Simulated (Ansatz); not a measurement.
# C2H4SiZn: a ladder of functionals and wavefunction methods

How much do the methods differ for C2H4SiZn? The plan is to run it at one geometry with functionals of several rungs and with coupled cluster. The yardstick is the atomisation energy at the CCSD(T) limit.

Method: functionals in def2-TZVPP, the program's frozen cores in correlated methods; program: Ansatz 0.2.0, Gaussian basis.

Plan: LDA (SPW92), PBE-D4, revPBE-D4, BLYP-D4, r2SCAN-D4, B97M-V, PBE0-D4, B3LYP-D4, r2SCANh-D4, r2SCAN0-D4, HSE06-D4, BHLYP-D4, CAM-B3LYP-D4, LC-ωPBE, ωB97X-V, ωB97M-V, B2PLYP, PBE-QIDH; CCSD(T)/def2-SVP; CCSD(T)/def2-TZVPP; MP2/def2-QZVPP; extrapolation to the limit; RPA on PBE.

### 1 Structure used throughout

All runs share one geometry, relaxed beforehand with PBE0-D4 in a triple-zeta def2 set.

8 atoms, charge 0, spin multiplicity 1.

Atoms are counted from 1 here; the program's logs count them from 0.

Bond lengths: Si1–C2 1.823 Å, Si1–H5 1.483 Å, Si1–H6 1.483 Å, Si1–H7 1.484 Å, C2–C3 1.206 Å, C3–H8 1.066 Å. Angles: C2–Si1–H5 109.3°, C2–Si1–H6 109.3°, C2–Si1–H7 108.9°, H5–Si1–H6 109.8°, H5–Si1–H7 109.8°, H6–Si1–H7 109.8°, Si1–C2–C3 179.4°, C2–C3–H8 179.9°.

### 2 LDA

This LDA is Slater exchange with PW92 correlation.

The input, in.yaml:

```yaml
crystal:
  periodic: [false, false, false]
  atoms:
    - {symbol: Si, position_ang: [-0.482135, 1.125238, -0.335506]}
    - {symbol: C, position_ang: [-0.428143, -0.559350, 0.360031]}
    - {symbol: C, position_ang: [-0.379813, -1.674590, 0.816680]}
    - {symbol: Zn, position_ang: [3.200771, -1.013058, -0.551302]}
    - {symbol: H, position_ang: [-1.517024, 1.185587, -1.395996]}
    - {symbol: H, position_ang: [-0.809776, 2.090662, 0.741460]}
    - {symbol: H, position_ang: [0.846742, 1.448877, -0.912011]}
    - {symbol: H, position_ang: [-0.338422, -2.660267, 1.220747]}
basis:
  gaussian: {orbitals: def2-TZVPP}
hamiltonian: {xc: lda}
output: {orbitals: {seedname: orbitals}}
```

The runs that follow: PBE-D4 (GGA); revPBE-D4 (GGA); BLYP-D4 (GGA); r2SCAN-D4 (meta-GGA); B97M-V (meta-GGA); PBE0-D4 (hybrid); B3LYP-D4 (hybrid); r2SCANh-D4 (hybrid); r2SCAN0-D4 (hybrid); HSE06-D4 (hybrid); BHLYP-D4 (hybrid); CAM-B3LYP-D4 (range-separated); LC-ωPBE (range-separated); ωB97X-V (range-separated); ωB97M-V (range-separated); B2PLYP (double hybrid); PBE-QIDH (double hybrid); CCSD(T) in def2-SVP; CCSD(T) in def2-TZVPP; MP2 in def2-QZVPP; RPA on PBE orbitals.

Before running them: what should the planned runs give, taken together? Wanted: atomisation energy, CCSD(T)/CBS; farthest beyond LDA; mean size of error, GGA; mean size of error, meta-GGA; mean size of error, hybrid; mean size of error, range-separated; mean size of error, double hybrid; gap, smallest and largest; T1 diagnostic.

The runs gave:

| quantity | value |
| --- | --- |
| atomisation energy, CCSD(T)/CBS | 27.063 eV |
| functionals within 0.135 eV (0.5 %) | BLYP-D4, r2SCAN-D4, B97M-V, PBE0-D4, B3LYP-D4, HSE06-D4, CAM-B3LYP-D4, ωB97X-V, ωB97M-V |
| farthest beyond LDA | BHLYP-D4 (-0.651 eV) |
| mean size of error, GGA | 0.180 eV |
| mean size of error, meta-GGA | 0.034 eV |
| mean size of error, hybrid | 0.251 eV |
| mean size of error, range-separated | 0.113 eV |
| mean size of error, double hybrid | 0.245 eV |
| gap, smallest and largest | 4.37 eV (revPBE-D4), 9.97 eV (LC-ωPBE) |
| T1 diagnostic | 0.0147 |
| triples share of the correlation energy | 3.8 % |

The LDA atomisation energy is off by 3.275 eV (12 %): it overbinds. PBE-D4 misses by +0.335 eV. Double hybrids carry the basis error of their MP2 part in triple zeta, and no dispersion term here, so their miss is partly the set-up's. The rungs meta-GGA, range-separated miss on average by less than the doubt on the reference (0.135 eV), so they tie. The reference freezes the cores and leaves out relativity and excitations past (T), so misses under about 0.135 eV can't be ranked. Hartree-Fock recovers 74 % of the binding; the rest is correlation. CCSD(T) in def2-SVP is off by -1.446 eV, which most functionals beat. The gap grows from 4.4 to 10.0 eV across the functionals, mostly with the share of exact exchange. For Zn the d shell is correlated and the shells below it are frozen.
